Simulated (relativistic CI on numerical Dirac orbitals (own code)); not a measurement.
# Cs³⁶⁺: one ion under different settings

Aim: see what numerical and physical settings do to the SCF, the total energy and the lowest levels of Cs³⁶⁺.

Program: relativistic CI on numerical Dirac orbitals (own code) version 3. Level of theory: Dirac-Coulomb-Breit CI, KLI orbitals optimised for each configuration, model QED (radiative potential, 1s self-energy scaled to tabulated hydrogen-like ionisation energies), numerical settings as typed. These are calculated values, not measurements, unless marked.

**1. The system**

| Quantity | Value |
| --- | --- |
| ion | Cs³⁶⁺ (Cs XXXVII) |
| nuclear charge | 55 |
| electrons | 19 |
| isotope | A = 133 |

**2. The usual input**

Settings, as recorded:

```ini
atom Cs  Z=55  charge=36  electrons=19
nucleus A=133  rms_radius_fm=4.8041
hamiltonian dirac-coulomb  breit=on  qed=on  c_scale=1
orbitals kli  potential=per-configuration
slater_scale 1
correlation none
mixing on
grid step=0.0125 r_max=3.3
scf mixing=0.4 start=green max_iterations=150 tolerance=2e-08 node_fill=0.05
configurations
  [Ar] 3d
end
```

Started as:

```sh
$ python run_levels.py task.json out
```

One command runs all members of the session, one after another, from task.json.

Main fields of the result record, rounded:

```text
{
  "status": "converged",
  "levels [i, E_cm, J2, conf, term, w_term, w_jj]": [
    [0, 0, 3, "3d", "2D", 1, 1],
    [1, 149113.29, 5, "3d", "2D", 1, 1]
  ],
  "total_energy [Ha]": -6770.5825889,
  "n_levels_all": 2,
  "overlap": 4.24982e-12,
  "scf_iterations": [10],
  "orbital_energies [Ha]": {"1s": -1386.92, "2s": -277.514, "2p1/2": -266.014, "2p3/2": -252.867, "3s": -103.264, "3p1/2": -98.8568, "3p3/2": -95.7697, "3d3/2": -89.0752, "3d5/2": -88.3491},
  "configurations [conf, odd, states, E_av_Ha, breit_Ha, qed_Ha]": [
    ["3d", 0, 10, -6779.958316, 5.681, 4.102]
  ],
  "scf_steps of the first configuration [iteration, E_Ha, residual, outer_eigenvalue_Ha]": [
    [1, -6731.029848, 4.8, -127],
    [2, -6763.860703, 2.78, -109.3],
    [3, -6779.939273, 0.0815, -88.35],
    [4, -6779.95793, 0.0243, -88.59],
    [5, -6779.958317, 0.000122, -88.35],
    [6, -6779.958309, 0.000226, -88.35],
    [7, -6779.958316, 2.21e-06, -88.35],
    [8, -6779.958316, 1.06e-06, -88.35],
    [9, -6779.958316, 2.11e-08, -88.35],
    [10, -6779.958316, 5.79e-09, -88.35]
  ]
}
```

Run time: 0.063 s. Hardware: 1 thread of Neoverse-N1, shared host.

**3. Node fill 0.01**

The settings differ from step 2 so:

```diff
@@ -8,3 +8,3 @@
 grid step=0.0125 r_max=3.3
-scf mixing=0.4 start=green max_iterations=150 tolerance=2e-08 node_fill=0.05
+scf mixing=0.4 start=green max_iterations=150 tolerance=2e-08 node_fill=0.01
 configurations
```

From the record:

```text
{
  "status": "converged",
  "levels [i, E_cm, J2, conf, term, w_term]": [
    [0, 0, 3, "3d", "2D", 1],
    [1, 149063.87, 5, "3d", "2D", 1]
  ],
  "total_energy [Ha]": -6770.5790436,
  "n_levels_all": 2,
  "overlap": 4.31892e-12,
  "scf_iterations": [9],
  "orbital_energies [Ha]": {"1s": -1387.24, "2s": -277.641, "2p1/2": -266.16, "2p3/2": -253.005, "3s": -103.277, "3p1/2": -98.8768, "3p3/2": -95.7865, "3d3/2": -89.1041, "3d5/2": -88.3766},
  "configurations [conf, odd, states, E_av_Ha, breit_Ha, qed_Ha]": [
    ["3d", 0, 10, -6779.957552, 5.684, 4.102]
  ],
  "scf_steps of the first configuration [iteration, E_Ha, residual, outer_eigenvalue_Ha]": [
    [1, -6731.029848, 4.79, -127],
    [2, -6763.81161, 2.77, -109.3],
    [3, -6779.943189, 0.0812, -88.37],
    [4, -6779.956745, 0.0243, -88.62],
    [5, -6779.957494, 0.000798, -88.38],
    [6, -6779.957538, 0.000232, -88.38],
    [7, -6779.957552, 1.41e-06, -88.38],
    [8, -6779.957552, 4.13e-07, -88.38],
    [9, -6779.957552, 1.81e-08, -88.38]
  ]
}
```

Run time: 0.063 s. Hardware: 1 thread of Neoverse-N1, shared host.

**4. Node fill 0.5**

The settings differ from step 3 so:

```diff
@@ -8,3 +8,3 @@
 grid step=0.0125 r_max=3.3
-scf mixing=0.4 start=green max_iterations=150 tolerance=2e-08 node_fill=0.01
+scf mixing=0.4 start=green max_iterations=150 tolerance=2e-08 node_fill=0.5
 configurations
```

From the record:

```text
{
  "status": "converged",
  "levels [i, E_cm, J2, conf, term, w_term]": [
    [0, 0, 3, "3d", "2D", 1],
    [1, 149499.66, 5, "3d", "2D", 1]
  ],
  "total_energy [Ha]": -6770.5936484,
  "n_levels_all": 2,
  "overlap": 3.62009e-12,
  "scf_iterations": [10],
  "orbital_energies [Ha]": {"1s": -1384.26, "2s": -276.438, "2p1/2": -264.762, "2p3/2": -251.686, "3s": -103.091, "3p1/2": -98.6301, "3p3/2": -95.5686, "3d3/2": -88.7873, "3d5/2": -88.0729},
  "configurations [conf, odd, states, E_av_Ha, breit_Ha, qed_Ha]": [
    ["3d", 0, 10, -6779.945898, 5.663, 4.098]
  ],
  "scf_steps of the first configuration [iteration, E_Ha, residual, outer_eigenvalue_Ha]": [
    [1, -6731.029848, 4.87, -127],
    [2, -6764.273879, 2.82, -109.2],
    [3, -6779.887483, 0.0841, -88.1],
    [4, -6779.946179, 0.0232, -88.31],
    [5, -6779.946067, 0.000574, -88.07],
    [6, -6779.945929, 0.000143, -88.07],
    [7, -6779.945899, 3.77e-06, -88.07],
    [8, -6779.945898, 3.73e-07, -88.07],
    [9, -6779.945898, 7.53e-08, -88.07],
    [10, -6779.945898, 2e-10, -88.07]
  ]
}
```

It took 0.064 s on 1 thread of Neoverse-N1, shared host.

**5. Potential mixing 0.1, start potential bare, Slater scale 1.2**

Settings, as recorded:

```ini
atom Cs  Z=55  charge=36  electrons=19
nucleus A=133  rms_radius_fm=4.8041
hamiltonian dirac-coulomb  breit=on  qed=on  c_scale=1
orbitals kli  potential=per-configuration
slater_scale 1.2
correlation none
mixing on
grid step=0.0125 r_max=3.3
scf mixing=0.1 start=bare max_iterations=150 tolerance=2e-08 node_fill=0.05
configurations
  [Ar] 3d
end
```

From the record:

```text
{
  "status": "converged",
  "levels [i, E_cm, J2, conf, term, w_term]": [
    [0, 0, 3, "3d", "2D", 1],
    [1, 149113.29, 5, "3d", "2D", 1]
  ],
  "total_energy [Ha]": -6770.5825889,
  "n_levels_all": 2,
  "overlap": 4.25108e-12,
  "scf_iterations": [12],
  "orbital_energies [Ha]": {"1s": -1386.92, "2s": -277.514, "2p1/2": -266.014, "2p3/2": -252.867, "3s": -103.264, "3p1/2": -98.8568, "3p3/2": -95.7697, "3d3/2": -89.0752, "3d5/2": -88.3491},
  "configurations [conf, odd, states, E_av_Ha, breit_Ha, qed_Ha]": [
    ["3d", 0, 10, -6779.958316, 5.681, 4.102]
  ],
  "scf_steps of the first configuration [iteration, E_Ha, residual, outer_eigenvalue_Ha]": [
    [1, -6708.083846, 6.98, -168.8],
    [2, -6721.760531, 6.32, -159.8],
    [3, -6779.416187, 0.451, -86.83],
    [4, -6779.226991, 0.531, -86.43],
    [5, -6779.958287, 0.000614, -88.36],
    [6, -6779.958266, 0.00219, -88.37],
    [7, -6779.958327, 0.000353, -88.35],
    [8, -6779.958317, 5.36e-05, -88.35],
    [9, -6779.958316, 6.95e-06, -88.35],
    [10, -6779.958316, 2.51e-07, -88.35],
    [11, -6779.958316, 3.19e-08, -88.35],
    [12, -6779.958316, 5.67e-10, -88.35]
  ]
}
```

Wall time 0.068 s (1 thread of Neoverse-N1, shared host).

**6. Slater scale 0.6**

Settings, as recorded:

```ini
atom Cs  Z=55  charge=36  electrons=19
nucleus A=133  rms_radius_fm=4.8041
hamiltonian dirac-coulomb  breit=on  qed=on  c_scale=1
orbitals kli  potential=per-configuration
slater_scale 0.6
correlation none
mixing on
grid step=0.0125 r_max=3.3
scf mixing=0.4 start=green max_iterations=150 tolerance=2e-08 node_fill=0.05
configurations
  [Ar] 3d
end
```

From the record:

```text
{
  "status": "converged",
  "levels [i, E_cm, J2, conf, term, w_term]": [
    [0, 0, 3, "3d", "2D", 1],
    [1, 149113.29, 5, "3d", "2D", 1]
  ],
  "total_energy [Ha]": -6770.5825889,
  "n_levels_all": 2,
  "overlap": 4.24982e-12,
  "scf_iterations": [10],
  "orbital_energies [Ha]": {"1s": -1386.92, "2s": -277.514, "2p1/2": -266.014, "2p3/2": -252.867, "3s": -103.264, "3p1/2": -98.8568, "3p3/2": -95.7697, "3d3/2": -89.0752, "3d5/2": -88.3491},
  "configurations [conf, odd, states, E_av_Ha, breit_Ha, qed_Ha]": [
    ["3d", 0, 10, -6779.958316, 5.681, 4.102]
  ],
  "scf_steps of the first configuration [iteration, E_Ha, residual, outer_eigenvalue_Ha]": [
    [1, -6731.029848, 4.8, -127],
    [2, -6763.860703, 2.78, -109.3],
    [3, -6779.939273, 0.0815, -88.35],
    [4, -6779.95793, 0.0243, -88.59],
    [5, -6779.958317, 0.000122, -88.35],
    [6, -6779.958309, 0.000226, -88.35],
    [7, -6779.958316, 2.21e-06, -88.35],
    [8, -6779.958316, 1.06e-06, -88.35],
    [9, -6779.958316, 2.11e-08, -88.35],
    [10, -6779.958316, 5.79e-09, -88.35]
  ]
}
```

Wall time 0.064 s (1 thread of Neoverse-N1, shared host).

**7. Slater scale 0**

Settings, as recorded:

```ini
atom Cs  Z=55  charge=36  electrons=19
nucleus A=133  rms_radius_fm=4.8041
hamiltonian dirac-coulomb  breit=on  qed=on  c_scale=1
orbitals kli  potential=per-configuration
slater_scale 0
correlation none
mixing on
grid step=0.0125 r_max=3.3
scf mixing=0.4 start=green max_iterations=88 tolerance=2e-08 node_fill=0.05
configurations
  [Ar] 3d
end
```

From the record:

```text
{
  "status": "converged",
  "levels [i, E_cm, J2, conf, term, w_term]": [
    [0, 0, 3, "3d", "2D", 1],
    [1, 149113.29, 5, "3d", "2D", 1]
  ],
  "total_energy [Ha]": -6770.5825889,
  "n_levels_all": 2,
  "overlap": 4.24982e-12,
  "scf_iterations": [10],
  "orbital_energies [Ha]": {"1s": -1386.92, "2s": -277.514, "2p1/2": -266.014, "2p3/2": -252.867, "3s": -103.264, "3p1/2": -98.8568, "3p3/2": -95.7697, "3d3/2": -89.0752, "3d5/2": -88.3491},
  "configurations [conf, odd, states, E_av_Ha, breit_Ha, qed_Ha]": [
    ["3d", 0, 10, -6779.958316, 5.681, 4.102]
  ],
  "scf_steps of the first configuration [iteration, E_Ha, residual, outer_eigenvalue_Ha]": [
    [1, -6731.029848, 4.8, -127],
    [2, -6763.860703, 2.78, -109.3],
    [3, -6779.939273, 0.0815, -88.35],
    [4, -6779.95793, 0.0243, -88.59],
    [5, -6779.958317, 0.000122, -88.35],
    [6, -6779.958309, 0.000226, -88.35],
    [7, -6779.958316, 2.21e-06, -88.35],
    [8, -6779.958316, 1.06e-06, -88.35],
    [9, -6779.958316, 2.11e-08, -88.35],
    [10, -6779.958316, 5.79e-09, -88.35]
  ]
}
```

It took 0.064 s on 1 thread of Neoverse-N1, shared host.

An extreme setting, but here it did no harm: energy and levels are those of the usual run.

**8. Nuclear radius 480.41**

Settings, as recorded:

```ini
atom Cs  Z=55  charge=36  electrons=19
nucleus A=133  rms_radius_fm=480.4100
hamiltonian dirac-coulomb  breit=on  qed=on  c_scale=1
orbitals kli  potential=per-configuration
slater_scale 1
correlation none
mixing on
grid step=0.0125 r_max=3.3
scf mixing=0.4 start=green max_iterations=99 tolerance=2e-08 node_fill=0.05
configurations
  [Ar] 3d
end
```

From the record:

```text
{
  "status": "converged",
  "levels [i, E_cm, J2, conf, term, w_term]": [
    [0, 0, 3, "3d", "2D", 1],
    [1, 151818.85, 5, "3d", "2D", 1]
  ],
  "total_energy [Ha]": -6186.8096221,
  "n_levels_all": 2,
  "overlap": 4.30732e-12,
  "scf_iterations": [10],
  "orbital_energies [Ha]": {"1s": -1143.65, "2s": -247.67, "2p1/2": -266.076, "2p3/2": -254.416, "3s": -96.0152, "3p1/2": -98.864, "3p3/2": -96.1808, "3d3/2": -89.5209, "3d5/2": -88.7825},
  "configurations [conf, odd, states, E_av_Ha, breit_Ha, qed_Ha]": [
    ["3d", 0, 10, -6192.229518, 4.347, 1.488]
  ],
  "scf_steps of the first configuration [iteration, E_Ha, residual, outer_eigenvalue_Ha]": [
    [1, -6146.373071, 4.66, -127],
    [2, -6177.146993, 2.7, -109.5],
    [3, -6192.210179, 0.0786, -88.77],
    [4, -6192.224344, 0.0458, -89.1],
    [5, -6192.229494, 0.000974, -88.79],
    [6, -6192.229514, 0.000193, -88.78],
    [7, -6192.229518, 4.7e-06, -88.78],
    [8, -6192.229518, 2.62e-07, -88.78],
    [9, -6192.229518, 2.12e-08, -88.78],
    [10, -6192.229518, 2.59e-10, -88.78]
  ]
}
```

It took 0.064 s on 1 thread of Neoverse-N1, shared host.

This setting is unsound; the numbers are not properties of the ion.

**9. The runs side by side**

| setting | total energy less usual (Ha) | largest shift of a level among the lowest eight of both runs, same label and place (cm⁻¹) | SCF iterations | time | lowest level | kind of change |
| --- | --- | --- | --- | --- | --- | --- |
| usual | 0 | 0 | 10 | 0.063 s | 3d 2D3/2 | - |
| node fill 0.01 | 0.00355 | 49.4 | 9 | 0.063 s | 3d 2D3/2 | numerical |
| node fill 0.5 | -0.0111 | 386 | 10 | 0.064 s | 3d 2D3/2 | numerical |
| potential mixing 0.1, start potential bare, Slater scale 1.2 | 0 | 0 | 12 | 0.068 s | 3d 2D3/2 | model term |
| Slater scale 0.6 | 0 | 0 | 10 | 0.064 s | 3d 2D3/2 | model term |
| Slater scale 0 | 0 | 0 | 10 | 0.064 s | 3d 2D3/2 | extreme, harmless here |
| nuclear radius 480.41 | 584 | 2710 | 10 | 0.064 s | 3d 2D3/2 | unsound |

**10. What came out**

```
                    quantity          value
lowest level, usual settings       3d 2D3/2
                total energy  -6770.5826 Ha
            first excitation    149113 cm⁻¹
```

In words: Among the runs whose levels can be followed, they move most under «nuclear radius 480.41» (unsound), by up to 2710 cm⁻¹. No visible change in the result comes from «potential mixing 0.1, start potential bare, Slater scale 1.2» or «Slater scale 0.6» or «Slater scale 0». Only the listed configurations are in the model.
